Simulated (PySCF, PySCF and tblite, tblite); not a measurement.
# C7H6F4: telling isomers apart by computed NMR, part 1 of 3

Aim: see whether computed shieldings tell isomers of C7H6F4 apart.

Computed with tblite 0.8.0 (tight binding) and PySCF 2.14.0 (DFT, with response routines of our own); each step states its level. Atoms count from 0 throughout.

## 1. The starting structure

17 atoms, charge 0, multiplicity 1; geometry from: MMFF94s geometry. This is the first candidate.

Bonds of the start (Å): C10–H16 1.07, C1–C10 1.49, C1–C2 1.48, C1–H11 1.09, C2–C10 1.53, C2–C3 1.47, C2–H12 1.08, C3–C4 1.35, C3–H13 1.08, C4–C5 1.53, C4–H14 1.08, C5–C10 1.53, C5–C6 1.53, C5–H15 1.10, C6–F7 1.35, C6–F8 1.35, C6–F9 1.35, F0–C1 1.39.

## 2. GFN2-xTB relaxation, isomer A, conformer 1

The job: settings as JSON, then the geometry in Å.

```
{"job": {"xc": "GFN2-xTB", "basis": "xTB", "kind": "relax"}, "charge": 0, "multiplicity": 1}
F      2.988500    -0.853300    -0.869700
C      1.922300    -0.583100    -0.020800
C      1.370100     0.794500    -0.025600
C      0.510900     1.279200     1.064500
C     -0.635300     0.581800     1.216100
C     -0.715800    -0.519200     0.155400
C     -1.956900    -0.431300    -0.728400
F     -2.020400     0.732100    -1.406200
F     -3.080600    -0.547200     0.017100
F     -1.979100    -1.444400    -1.623100
C      0.581900    -0.360300    -0.641700
H      2.026900    -1.141200     0.913100
H      1.787900     1.539300    -0.679800
H      0.803400     2.104200     1.700800
H     -1.401000     0.778100     1.953300
H     -0.704600    -1.490300     0.676200
H      0.494800    -0.426700    -1.711000
```

Command:

```sh
$ OMP_NUM_THREADS=1 python ens_run.py task.json out
```

This one command runs the whole study; its stages follow in the order run.

Standard output:

```text
step      E/eV     max force
  0   -1005.32789    1.535
  1   -1005.40969    1.060
  2   -1005.45408    0.803
  3   -1005.47808    0.408
  4   -1005.48984    0.265
  5   -1005.49868    0.234
  6   -1005.50692    0.239
  7   -1005.51203    0.212
  8   -1005.51601    0.162
  9   -1005.51960    0.153
 10   -1005.52278    0.124
 11   -1005.52511    0.123
 12   -1005.52696    0.141
 13   -1005.52896    0.136
 14   -1005.53146    0.134
 15   -1005.53426    0.154
 16   -1005.53688    0.147
 17   -1005.53901    0.108
 18   -1005.54071    0.097
 19   -1005.54210    0.098
 20   -1005.54323    0.087
 21   -1005.54416    0.075
 22   -1005.54498    0.066
 23   -1005.54566    0.055
 24   -1005.54616    0.049
 25   -1005.54652    0.044
 26   -1005.54682    0.041
 27   -1005.54713    0.041
 28   -1005.54748    0.046
 29   -1005.54791    0.054
 30   -1005.54839    0.056
 31   -1005.54886    0.053
 32   -1005.54930    0.052
 33   -1005.54969    0.054
 34   -1005.55002    0.048
 35   -1005.55027    0.044
 36   -1005.55045    0.033
 37   -1005.55045    0.033
 38   -1005.55053    0.028
 39   -1005.55067    0.019
 40   -1005.55071    0.019
 41   -1005.55081    0.020
 42   -1005.55089    0.024
 43   -1005.55097    0.021
 44   -1005.55103    0.019
 45   -1005.55111    0.020
 46   -1005.55117    0.023
 47   -1005.55124    0.022
 48   -1005.55130    0.017
 49   -1005.55136    0.018
 50   -1005.55141    0.014
 51   -1005.55145    0.013
 52   -1005.55149    0.013
 53   -1005.55152    0.012
 54   -1005.55155    0.013
 55   -1005.55158    0.011
 56   -1005.55160    0.012
 57   -1005.55163    0.014
 58   -1005.55166    0.017
 59   -1005.55169    0.014
 60   -1005.55172    0.011
 61   -1005.55174    0.010
 62   -1005.55175    0.008
 63   -1005.55177    0.008
 64   -1005.55178    0.008
 65   -1005.55178    0.007
 66   -1005.55179    0.008
 67   -1005.55180    0.006
 68   -1005.55181    0.006
 69   -1005.55181    0.005
 70   -1005.55182    0.006
 71   -1005.55183    0.006
 72   -1005.55183    0.006
 73   -1005.55184    0.005
 74   -1005.55184    0.005
 75   -1005.55185    0.004
 76   -1005.55185    0.004
```

Wall time 0.54 s (1 thread of Arm Neoverse V1, shared host).

Relaxing gained 0.224 eV and moved the atoms by 0.13 Å on average (rms).

## 3. Shieldings, isomer A, conformer 1: B3LYP/pcSseg-1 in dimethylsulfoxide

The job: settings as JSON, then the geometry in Å.

```
{"job": {"xc": "B3LYP", "basis": "pcSseg-1", "solvent": "dimethylsulfoxide", "kind": "nmr", "pop": true}, "charge": 0, "multiplicity": 1}
F      2.965810    -0.852384    -0.720012
C      1.879783    -0.534181     0.029969
C      1.297065     0.843319    -0.132776
C      0.483706     1.286301     1.020147
C     -0.567347     0.498800     1.208568
C     -0.670320    -0.578873     0.154801
C     -1.928518    -0.388829    -0.685174
F     -1.971329     0.805121    -1.288316
F     -3.045454    -0.490876     0.049355
F     -2.026425    -1.310313    -1.657198
C      0.579450    -0.372388    -0.687103
H      1.936265    -1.004778     1.004227
H      1.813011     1.559407    -0.751780
H      0.750650     2.138179     1.618218
H     -1.307892     0.583730     1.982719
H     -0.733508    -1.582624     0.588030
H      0.538054    -0.587582    -1.743585
```

Standard output:

```text
coarse grid: 15672 points
cycle   1  E = -669.3599498618  dE =  2.002e+00  |g| = 1.016e+00  |ddm| = 3.821e+00
cycle   2  E = -669.1709323311  dE =  1.890e-01  |g| = 1.539e+00  |ddm| = 1.468e+00
cycle   3  E = -669.5305430040  dE = -3.596e-01  |g| = 8.193e-02  |ddm| = 8.958e-01
cycle   4  E = -669.5313295705  dE = -7.866e-04  |g| = 5.655e-02  |ddm| = 1.109e-01
cycle   5  E = -669.5320392140  dE = -7.096e-04  |g| = 1.084e-02  |ddm| = 5.285e-02
cycle   6  E = -669.5320606106  dE = -2.140e-05  |g| = 5.343e-03  |ddm| = 1.144e-02
cycle   7  E = -669.5320674429  dE = -6.832e-06  |g| = 6.744e-04  |ddm| = 4.696e-03
final grid: 157104 points
cycle   8  E = -669.6331018094  dE = -5.807e-05  |g| = 8.968e-03  |ddm| = 3.461e-02
cycle   9  E = -669.6330852747  dE =  1.653e-05  |g| = 1.351e-02  |ddm| = 1.887e-02
cycle  10  E = -669.6331167023  dE = -3.143e-05  |g| = 7.433e-04  |ddm| = 1.125e-02
cycle  11  E = -669.6331167969  dE = -9.451e-08  |g| = 2.619e-04  |ddm| = 8.093e-04
cycle  12  E = -669.6331168083  dE = -1.146e-08  |g| = 5.320e-05  |ddm| = 2.310e-04
cycle  13  E = -669.6331168087  dE = -3.718e-10  |g| = 2.619e-05  |ddm| = 5.061e-05
converged SCF energy = -669.6331168087

GIAO shielding tensors (ppm)
atom      isotropic    diamagn.    paramagn.     s11        s22        s33       span
  0 F      394.440     468.587     -74.147    350.168    398.104    435.048     84.880
  1 C       98.016     249.927    -151.911     52.445     65.444    176.160    123.715
  2 C      147.071     252.118    -105.047    106.393    132.945    201.876     95.483
  3 C       35.529     251.182    -215.653    -71.249     38.603    139.233    210.482
  4 C       47.693     253.947    -206.253    -59.642     60.041    142.681    202.323
  5 C      123.061     248.454    -125.393    104.295    127.924    136.964     32.669
  6 C       43.597     244.749    -201.152     38.640     40.621     51.530     12.890
  7 F      264.091     477.171    -213.079    177.293    272.391    342.590    165.297
  8 F      258.963     472.981    -214.018    173.523    260.624    342.742    169.219
  9 F      257.830     474.172    -216.343    173.414    255.109    344.965    171.551
 10 C      157.258     248.201     -90.943    127.565    139.585    204.625     77.060
 11 H       27.820      30.373      -2.552     21.889     30.320     31.251      9.362
 12 H       29.174      30.773      -1.600     24.032     26.531     36.958     12.926
 13 H       25.297      30.395      -5.098     23.729     25.461     26.703      2.973
 14 H       26.108      31.254      -5.145     22.897     27.040     28.387      5.489
 15 H       28.193      29.786      -1.593     24.308     27.898     32.374      8.067
 16 H       29.543      31.028      -1.485     23.202     29.167     36.260     13.058
```

Run time: 38 s. Hardware: 1 thread of Arm Neoverse V1, shared host.

Key values: HOMO -6.97 eV, LUMO -0.26 eV; dipole 2.49 D.

## 4. The ensemble, isomer A: properties at B3LYP/pcSseg-1 in dimethylsulfoxide

The job: settings as JSON, then the geometry in Å.

```
{"job": {"study": "conf", "smiles": "F[C@H]1[C@@H]2C=C[C@@H](C(F)(F)F)[C@H]12", "search": {"seed": 8418, "n_embed": 60, "ff_keep": 14, "window": 2.5, "nmax": 2, "temps": [250, 298.15, 350], "t_ref": 298.15, "order": 0.0005}, "level": {"nmr": {"xc": "B3LYP", "basis": "pcSseg-1", "solvent": "dimethylsulfoxide"}}, "kind": "conf"}, "charge": 0, "multiplicity": 1}
F      2.965810    -0.852384    -0.720012
C      1.879783    -0.534181     0.029969
C      1.297065     0.843319    -0.132776
C      0.483706     1.286301     1.020147
C     -0.567347     0.498800     1.208568
C     -0.670320    -0.578873     0.154801
C     -1.928518    -0.388829    -0.685174
F     -1.971329     0.805121    -1.288316
F     -3.045454    -0.490876     0.049355
F     -2.026425    -1.310313    -1.657198
C      0.579450    -0.372388    -0.687103
H      1.936265    -1.004778     1.004227
H      1.813011     1.559407    -0.751780
H      0.750650     2.138179     1.618218
H     -1.307892     0.583730     1.982719
H     -0.733508    -1.582624     0.588030
H      0.538054    -0.587582    -1.743585
```

Standard output:

```text
conformer  sym    E(xTB)   E(DFT)   G(298.15 K)  weight  dipole/D
    1     C1      0.000    0.000    0.000   1.0000    2.487

mean shielding (ppm) by class
class atoms           250 K   298.15 K      350 K
  0 F  0             394.44     394.44     394.44
  1 C  1             98.016     98.016     98.016
  2 C  2            147.071    147.071    147.071
  3 C  3             35.529     35.529     35.529
  4 C  4             47.693     47.693     47.693
  5 C  5            123.061    123.061    123.061
  6 C  6             43.597     43.597     43.597
  7 F  7,8,9        260.295    260.295    260.295
  8 C  10           157.258    157.258    157.258
  9 H  11             27.82      27.82      27.82
 10 H  12            29.174     29.174     29.174
 11 H  13            25.297     25.297     25.297
 12 H  14            26.108     26.108     26.108
 13 H  15            28.193     28.193     28.193
 14 H  16            29.543     29.543     29.543
```

It took 40 s on 1 thread of Arm Neoverse V1, shared host. This counts the runs that the step sums up.

The search (ETKDG and KDG, MMFF94s, GFN2-xTB) embedded 60 structures, kept 1 distinct ones after the force field and 1 after xTB; 1 was carried on (window 2.5 kcal/mol at the search's own energies). Energies: B3LYP/pcSseg-1 in dimethylsulfoxide with D3(BJ).

The conformers at 298 K:

```csv
no.,group,mirror pair,ΔE xTB,ΔE DFT,ΔG,weight (%),μ (D),"A, B, C (GHz)"
1,C1,no,0.00,0.00,0.00,100.0,2.49,"2.14, 0.75, 0.65"
```

Energies in kcal/mol. ΔG holds xTB vibrations and rotation, symmetry numbers and mirror pairs.

Shifts against references run at the same level (13C TMS 182.8, 1H TMS 31.81 ppm of shielding), by class of atoms, at 298 K:

```csv
atoms,environment,average
C3,alkene CH,147.3
C6,CF3 carbon,139.2
C4,alkene CH,135.1
C1,three-membered-ring carbon bearing a halogen,84.8
C5,allylic sp3 CH,59.8
C2,three-membered-ring carbon,35.8
C10,three-membered-ring carbon,25.6
H13,hydrogen on an alkene CH,6.51
H14,hydrogen on an alkene CH,5.70
H11,hydrogen on a three-membered-ring carbon bearing a halogen,3.99
H15,hydrogen on an allylic sp3 CH,3.61
H12,hydrogen on a three-membered-ring carbon,2.63
H16,hydrogen on a three-membered-ring carbon,2.27
"F7, F8, F9",fluorine of a CF3 group,260.3 (σ)
F0,fluorine on an sp3 carbon,394.4 (σ)
```

Effective distances for nuclear Overhauser effects, ⟨r⁻⁶⟩^(−1/6) over all pairs of two classes (Å): H13···H14 2.61; H14···H15 2.64; H12···H13 2.66; H12···H16 2.69; H11···H15 2.76; H15···H16 2.84; H11···H12 3.11; H11···H16 3.11.

## 5. GFN2-xTB relaxation, isomer B, conformer 1

The job: settings as JSON, then the geometry in Å.

```
{"job": {"xc": "GFN2-xTB", "basis": "xTB", "kind": "relax"}, "charge": 0, "multiplicity": 1}
F     -2.407500     1.558300    -1.346600
C     -1.490200     0.900500    -0.577400
C     -1.507300    -0.603200    -0.597700
C     -0.838700    -1.374000     0.433800
C      0.495000    -1.224900     0.463300
C      0.912000    -0.257800    -0.646900
C      1.755900     0.932800    -0.174400
F      2.931300     0.514200     0.370800
F      1.126800     1.669000     0.764600
F      2.058700     1.745300    -1.200600
C     -0.401700     0.158200    -1.301900
H     -1.304200     1.424600     0.354600
H     -2.266400    -1.098200    -1.195900
H     -1.377800    -2.022200     1.124400
H      1.179500    -1.699000     1.137900
H      1.500900    -0.821700    -1.366700
H     -0.373400     0.210200    -2.375700
```

Standard output:

```text
step      E/eV     max force
  0   -1005.34291    1.791
  1   -1005.40652    0.866
  2   -1005.43103    0.526
  3   -1005.45769    0.403
  4   -1005.46984    0.251
  5   -1005.47967    0.230
  6   -1005.48700    0.243
  7   -1005.49377    0.233
  8   -1005.49965    0.172
  9   -1005.50496    0.194
 10   -1005.50868    0.135
 11   -1005.51080    0.118
 12   -1005.51220    0.111
 13   -1005.51372    0.098
 14   -1005.51566    0.110
 15   -1005.51773    0.103
 16   -1005.51932    0.086
 17   -1005.52026    0.060
 18   -1005.52082    0.053
 19   -1005.52123    0.051
 20   -1005.52153    0.042
 21   -1005.52172    0.028
 22   -1005.52172    0.028
 23   -1005.52179    0.026
 24   -1005.52192    0.028
 25   -1005.52196    0.025
 26   -1005.52202    0.030
 27   -1005.52213    0.025
 28   -1005.52218    0.024
 29   -1005.52227    0.024
 30   -1005.52234    0.026
 31   -1005.52240    0.019
 32   -1005.52245    0.020
 33   -1005.52253    0.024
 34   -1005.52262    0.032
 35   -1005.52271    0.028
 36   -1005.52278    0.019
 37   -1005.52282    0.018
 38   -1005.52286    0.019
 39   -1005.52290    0.015
 40   -1005.52292    0.012
 41   -1005.52295    0.012
 42   -1005.52297    0.011
 43   -1005.52299    0.010
 44   -1005.52300    0.009
 45   -1005.52301    0.008
 46   -1005.52302    0.007
 47   -1005.52303    0.005
 48   -1005.52303    0.004
```

It took 0.33 s on 1 thread of Arm Neoverse V1, shared host.

The energy fell by 0.180 eV, and the atoms moved 0.09 Å (root mean square).

## 6. Shieldings, isomer B, conformer 1: B3LYP/pcSseg-1 in dimethylsulfoxide

The job: settings as JSON, then the geometry in Å.

```
{"job": {"xc": "B3LYP", "basis": "pcSseg-1", "solvent": "dimethylsulfoxide", "kind": "nmr", "pop": false}, "charge": 0, "multiplicity": 1}
F     -2.333098     1.565632    -1.254424
C     -1.426962     0.837497    -0.551480
C     -1.508720    -0.658460    -0.675364
C     -0.857822    -1.383042     0.438883
C      0.447709    -1.152419     0.476162
C      0.904713    -0.273413    -0.665281
C      1.730399     0.913147    -0.186845
F      2.905191     0.515881     0.328038
F      1.130109     1.637746     0.767033
F      2.019531     1.759059    -1.185773
C     -0.394085     0.111739    -1.357659
H     -1.206124     1.314144     0.394032
H     -2.338820    -1.093995    -1.207920
H     -1.410303    -2.002961     1.120856
H      1.150804    -1.528945     1.196533
H      1.561107    -0.828360    -1.347874
H     -0.380627     0.278779    -2.423344
```

Standard output:

```text
coarse grid: 15672 points
cycle   1  E = -669.3575917009  dE =  2.000e+00  |g| = 1.021e+00  |ddm| = 3.822e+00
cycle   2  E = -669.1600405427  dE =  1.976e-01  |g| = 1.559e+00  |ddm| = 1.493e+00
cycle   3  E = -669.5300879404  dE = -3.700e-01  |g| = 8.156e-02  |ddm| = 9.054e-01
cycle   4  E = -669.5308873467  dE = -7.994e-04  |g| = 5.604e-02  |ddm| = 1.138e-01
cycle   5  E = -669.5315859345  dE = -6.986e-04  |g| = 1.157e-02  |ddm| = 5.386e-02
cycle   6  E = -669.5316114758  dE = -2.554e-05  |g| = 5.262e-03  |ddm| = 1.192e-02
cycle   7  E = -669.5316180413  dE = -6.566e-06  |g| = 7.347e-04  |ddm| = 4.588e-03
final grid: 157104 points
cycle   8  E = -669.6320542241  dE = -5.507e-05  |g| = 8.806e-03  |ddm| = 3.240e-02
cycle   9  E = -669.6320385133  dE =  1.571e-05  |g| = 1.313e-02  |ddm| = 1.819e-02
cycle  10  E = -669.6320690409  dE = -3.053e-05  |g| = 7.955e-04  |ddm| = 1.086e-02
cycle  11  E = -669.6320691531  dE = -1.122e-07  |g| = 2.543e-04  |ddm| = 8.353e-04
cycle  12  E = -669.6320691640  dE = -1.088e-08  |g| = 6.258e-05  |ddm| = 2.248e-04
cycle  13  E = -669.6320691645  dE = -5.850e-10  |g| = 2.820e-05  |ddm| = 6.173e-05
converged SCF energy = -669.6320691645

GIAO shielding tensors (ppm)
atom      isotropic    diamagn.    paramagn.     s11        s22        s33       span
  0 F      396.648     469.090     -72.442    355.233    402.032    432.678     77.445
  1 C      101.505     248.330    -146.826     50.668     69.284    184.562    133.894
  2 C      146.836     255.168    -108.332    107.104    129.924    203.481     96.377
  3 C       37.470     251.019    -213.549    -69.656     44.516    137.552    207.208
  4 C       47.316     252.912    -205.596    -60.263     60.271    141.940    202.203
  5 C      122.293     250.285    -127.992     98.910    131.565    136.405     37.495
  6 C       42.119     242.927    -200.808     34.461     40.528     51.369     16.908
  7 F      246.558     473.337    -226.779    157.380    242.164    340.130    182.750
  8 F      259.049     477.708    -218.659    182.200    268.575    326.371    144.171
  9 F      253.631     473.240    -219.609    164.270    252.706    343.917    179.647
 10 C      158.093     250.694     -92.601    127.447    140.505    206.327     78.880
 11 H       27.197      30.152      -2.955     21.930     28.387     31.275      9.345
 12 H       29.202      30.912      -1.710     23.725     26.837     37.043     13.318
 13 H       25.445      30.573      -5.128     23.548     25.562     27.225      3.677
 14 H       26.251      31.156      -4.904     23.675     26.886     28.193      4.518
 15 H       27.562      29.337      -1.774     24.428     26.139     32.121      7.693
 16 H       29.620      30.969      -1.349     23.744     27.599     37.517     13.773
```

It took 36 s on 1 thread of Arm Neoverse V1, shared host.

In short: HOMO -6.93 eV, LUMO -0.25 eV; dipole 3.28 D.

## 7. Averages, isomer B: properties at B3LYP/pcSseg-1 in dimethylsulfoxide

The job: settings as JSON, then the geometry in Å.

```
{"job": {"study": "conf", "smiles": "F[C@H]1[C@@H]2C=C[C@H](C(F)(F)F)[C@H]12", "search": {"seed": 8418, "n_embed": 60, "ff_keep": 14, "window": 2.5, "nmax": 2, "temps": [250, 298.15, 350], "t_ref": 298.15, "order": 0.0005}, "level": {"nmr": {"xc": "B3LYP", "basis": "pcSseg-1", "solvent": "dimethylsulfoxide"}}, "kind": "conf"}, "charge": 0, "multiplicity": 1}
F     -2.333098     1.565632    -1.254424
C     -1.426962     0.837497    -0.551480
C     -1.508720    -0.658460    -0.675364
C     -0.857822    -1.383042     0.438883
C      0.447709    -1.152419     0.476162
C      0.904713    -0.273413    -0.665281
C      1.730399     0.913147    -0.186845
F      2.905191     0.515881     0.328038
F      1.130109     1.637746     0.767033
F      2.019531     1.759059    -1.185773
C     -0.394085     0.111739    -1.357659
H     -1.206124     1.314144     0.394032
H     -2.338820    -1.093995    -1.207920
H     -1.410303    -2.002961     1.120856
H      1.150804    -1.528945     1.196533
H      1.561107    -0.828360    -1.347874
H     -0.380627     0.278779    -2.423344
```

Standard output:

```text
conformer  sym    E(xTB)   E(DFT)   G(298.15 K)  weight  dipole/D
    1     C1      0.000    0.000    0.000   1.0000    3.284

mean shielding (ppm) by class
class atoms           250 K   298.15 K      350 K
  0 F  0            396.648    396.648    396.648
  1 C  1            101.504    101.504    101.504
  2 C  2            146.836    146.836    146.836
  3 C  3              37.47      37.47      37.47
  4 C  4             47.316     47.316     47.316
  5 C  5            122.293    122.293    122.293
  6 C  6             42.119     42.119     42.119
  7 F  7,8,9        253.079    253.079    253.079
  8 C  10           158.093    158.093    158.093
  9 H  11            27.197     27.197     27.197
 10 H  12            29.202     29.202     29.202
 11 H  13            25.445     25.445     25.445
 12 H  14            26.252     26.252     26.252
 13 H  15            27.562     27.562     27.562
 14 H  16             29.62      29.62      29.62
```

Wall time 37 s (1 thread of Arm Neoverse V1, shared host). This counts the runs that the step sums up.

The search (ETKDG and KDG, MMFF94s, GFN2-xTB) embedded 60 structures, kept 1 distinct ones after the force field and 1 after xTB; 1 was carried on (window 2.5 kcal/mol at the search's own energies). Energies: B3LYP/pcSseg-1 in dimethylsulfoxide with D3(BJ).

Conformer by conformer (298 K):

```csv
no.,group,mirror pair,ΔE xTB,ΔE DFT,ΔG,weight (%),μ (D),"A, B, C (GHz)"
1,C1,no,0.00,0.00,0.00,100.0,3.28,"1.84, 0.90, 0.72"
```

Energies in kcal/mol. ΔG holds xTB vibrations and rotation, symmetry numbers and mirror pairs.

Shifts against references run at the same level (13C TMS 182.8, 1H TMS 31.81 ppm of shielding), by class of atoms, at 298 K:

```csv
atoms,environment,average
C3,alkene CH,145.4
C6,CF3 carbon,140.7
C4,alkene CH,135.5
C1,three-membered-ring carbon bearing a halogen,81.3
C5,allylic sp3 CH,60.5
C2,three-membered-ring carbon,36.0
C10,three-membered-ring carbon,24.7
H13,hydrogen on an alkene CH,6.36
H14,hydrogen on an alkene CH,5.56
H11,hydrogen on a three-membered-ring carbon bearing a halogen,4.61
H15,hydrogen on an allylic sp3 CH,4.25
H12,hydrogen on a three-membered-ring carbon,2.61
H16,hydrogen on a three-membered-ring carbon,2.19
"F7, F8, F9",fluorine of a CF3 group,253.1 (σ)
F0,fluorine on an sp3 carbon,396.6 (σ)
```

Effective distances for nuclear Overhauser effects, ⟨r⁻⁶⟩^(−1/6) over all pairs of two classes (Å): H15···H16 2.48; H13···H14 2.61; H12···H13 2.67; H14···H15 2.67; H12···H16 2.68; H11···H12 3.11; H11···H16 3.11; H11···H13 3.40.

(Continued in part 2 of 3.)
